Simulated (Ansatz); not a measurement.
**C2H4BBrSn: small, medium and large basis sets**

How large a basis does C2H4BBrSn need? Two functionals are run in growing sets.

Method: one geometry, several basis sets; program: Ansatz 0.2.0, Gaussian basis.

Plan: PBE0-D4/def2-SVP; ωB97M-V/def2-SVP; PBE0-D4/def2-QZVPP; ωB97M-V/def2-QZVPP; the functionals' def2-TZVPP values are taken from earlier runs.

## Step 1: Structure used throughout

An earlier PBE0-D4 in a triple-zeta def2 set relaxation fixed the geometry. Sn takes the def2 core potential; no spin-orbit term is included.

SMILES `BrC1=C[B]1[SnH3]`, 9 atoms, charge 0, spin multiplicity 1.

Atoms are counted from 1 here; the program's logs count them from 0.

Bond lengths: Br1–C2 1.847 Å, C2–C3 1.335 Å, C2–B4 1.470 Å, C3–B4 1.483 Å, C3–H6 1.081 Å, B4–Sn5 2.213 Å, Sn5–H7 1.706 Å, Sn5–H8 1.707 Å, Sn5–H9 1.707 Å. Angles: Br1–C2–C3 140.3°, Br1–C2–B4 156.1°, C3–C2–B4 63.6°, C2–C3–B4 62.6°, C2–C3–H6 141.5°, B4–C3–H6 155.8°, C2–B4–C3 53.8°, C2–B4–Sn5 153.8°, C3–B4–Sn5 152.4°, B4–Sn5–H7 111.4°, B4–Sn5–H8 111.4°, B4–Sn5–H9 109.8°, H7–Sn5–H8 108.2°, H7–Sn5–H9 108.0°, H8–Sn5–H9 107.9°.

## Step 2: PBE0-D4 in def2-SVP

in.yaml reads:

```yaml
crystal:
  periodic: [false, false, false]
  atoms:
    - {symbol: Br, position_ang: [0.994930, 1.694119, -2.933457]}
    - {symbol: C, position_ang: [0.902830, 0.564831, -1.474555]}
    - {symbol: C, position_ang: [1.601680, -0.406126, -0.881877]}
    - {symbol: B, position_ang: [0.311392, -0.019514, -0.262275]}
    - {symbol: Sn, position_ang: [-1.244735, -0.198027, 1.300584]}
    - {symbol: H, position_ang: [2.520497, -0.966842, -0.977507]}
    - {symbol: H, position_ang: [-2.793292, 0.163918, 0.681683]}
    - {symbol: H, position_ang: [-1.289205, -1.772516, 1.959230]}
    - {symbol: H, position_ang: [-0.915499, 0.893858, 2.571175]}
basis:
  gaussian: {orbitals: def2-SVP}
hamiltonian: {xc: pbe0, dispersion: d4}
output: {orbitals: {seedname: orbitals}}
```

Further steps of the session: ωB97M-V in def2-SVP; PBE0-D4 in def2-QZVPP; ωB97M-V in def2-QZVPP.

Before running them: what should the planned runs give, taken together? Wanted: PBE0-D4: double and triple zeta above quadruple; ωB97M-V: double and triple zeta above quadruple.

The runs gave:

```
                                       quantity           value
PBE0-D4: double and triple zeta above quadruple  13.33, 1.63 eV
ωB97M-V: double and triple zeta above quadruple  13.40, 1.56 eV
```

In words: For PBE0-D4 the step from double to triple zeta gains 11.70 eV and the next only 1.63 eV. These are total energies; as a rule much of such shifts cancels in differences, which this series doesn't test.
